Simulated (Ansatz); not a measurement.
# H₈N₂O₂Si₂: up Jacob's ladder to CCSD(T)

Aim: compute H₈N₂O₂Si₂ with functionals from several rungs and with coupled cluster, and see how far each lands from CCSD(T) at the basis-set limit for the atomisation energy.

Method: functionals in def2-TZVPP, the program's frozen cores in correlated methods; program: Ansatz 0.2.0, Gaussian basis.

Levels to be run: PBE-D4, r2SCAN-D4, PBE0-D4, B3LYP-D4, ωB97X-V, ωB97M-V, B2PLYP; CCSD(T)/def2-TZVPP; MP2/def2-QZVPP; extrapolation to the limit.

## Step 1: The relaxed structure

All runs share one geometry, relaxed beforehand with PBE0-D4 in a triple-zeta def2 set.

SMILES `N[Si](N)(O)O[SiH3]`, 14 atoms, charge 0, spin multiplicity 1.

Atoms are counted from 1 here; the program's logs count them from 0.

Bond lengths: N1–Si2 1.691 Å, N1–H7 1.004 Å, N1–H8 1.005 Å, Si2–N3 1.703 Å, Si2–O4 1.640 Å, Si2–O5 1.645 Å, N3–H9 1.007 Å, N3–H10 1.007 Å, O4–H11 0.958 Å, O5–Si6 1.633 Å, Si6–H12 1.488 Å, Si6–H13 1.484 Å, Si6–H14 1.488 Å. Angles: Si2–N1–H7 122.4°, Si2–N1–H8 121.8°, H7–N1–H8 113.3°, N1–Si2–N3 106.6°, N1–Si2–O4 104.1°, N1–Si2–O5 118.1°, N3–Si2–O4 119.2°, N3–Si2–O5 104.7°, O4–Si2–O5 104.9°, Si2–N3–H9 120.6°, Si2–N3–H10 120.1°, H9–N3–H10 111.5°, Si2–O4–H11 115.6°, Si2–O5–Si6 139.7°, O5–Si6–H12 111.1°, O5–Si6–H13 108.4°, O5–Si6–H14 110.4°, H12–Si6–H13 109.3° and more.

## Step 2: PBE-D4 (GGA)

in.yaml reads:

```yaml
crystal:
  periodic: [false, false, false]
  atoms:
    - {symbol: N, position_ang: [1.912778, -0.563057, -0.315773]}
    - {symbol: Si, position_ang: [0.512406, 0.342592, -0.596970]}
    - {symbol: N, position_ang: [-0.449605, -0.566568, -1.669233]}
    - {symbol: O, position_ang: [1.073809, 1.809064, -1.071669]}
    - {symbol: O, position_ang: [-0.473666, 0.659702, 0.681126]}
    - {symbol: Si, position_ang: [-1.359543, -0.137722, 1.797478]}
    - {symbol: H, position_ang: [1.891642, -1.557001, -0.173558]}
    - {symbol: H, position_ang: [2.765882, -0.135173, -0.001824]}
    - {symbol: H, position_ang: [-1.436451, -0.386003, -1.750382]}
    - {symbol: H, position_ang: [-0.062838, -0.898999, -2.537104]}
    - {symbol: H, position_ang: [0.543768, 2.561092, -0.805881]}
    - {symbol: H, position_ang: [-0.642503, -1.346273, 2.285421]}
    - {symbol: H, position_ang: [-1.611139, 0.777907, 2.938504]}
    - {symbol: H, position_ang: [-2.664539, -0.559562, 1.219876]}
basis:
  gaussian: {orbitals: def2-TZVPP}
hamiltonian: {xc: pbe, dispersion: d4}
output: {forces: true, orbitals: {seedname: orbitals}}
```

The run is started by

```sh
$ ansatz run in.yaml --threads 2 --pin off --events-out ev --progress --plain --max-ram 22528MiB --backend cuda --devices 0, --max-vram 18GiB
```

After this run come: r2SCAN-D4 (meta-GGA); PBE0-D4 (hybrid); B3LYP-D4 (hybrid); ωB97X-V (range-separated); ωB97M-V (range-separated); B2PLYP (double hybrid); CCSD(T) in def2-TZVPP; MP2 in def2-QZVPP.

Q: Predict the results of all the runs planned. Wanted: atomisation energy, CCSD(T)/CBS; farthest; mean size of error, hybrid; mean size of error, range-separated; gap, smallest and largest; T1 diagnostic; triples share of the correlation energy.

The runs gave:

| quantity | value |
| --- | --- |
| atomisation energy, CCSD(T)/CBS | 5227.1 kJ/mol |
| functionals within 26.1 kJ/mol (0.5 %) | PBE-D4, B3LYP-D4, ωB97X-V, ωB97M-V |
| farthest | PBE0-D4 (-89.9 kJ/mol) |
| mean size of error, hybrid | 56.9 kJ/mol |
| mean size of error, range-separated | 1.5 kJ/mol |
| gap, smallest and largest | 5.45 eV (PBE-D4), 12.20 eV (ωB97X-V) |
| T1 diagnostic | 0.0107 |
| triples share of the correlation energy | 3.4 % |

**Reading.** PBE-D4 misses by +3.7 kJ/mol. Double hybrids carry the basis error of their MP2 part in triple zeta, and no dispersion term here, so their miss is partly the set-up's. The reference freezes the cores and leaves out relativity and excitations past (T), so misses under about 26.1 kJ/mol can't be ranked. Hartree-Fock recovers 70 % of the binding; the rest is correlation. Orbital gaps span 5.4 to 12.2 eV; exact exchange widens them.
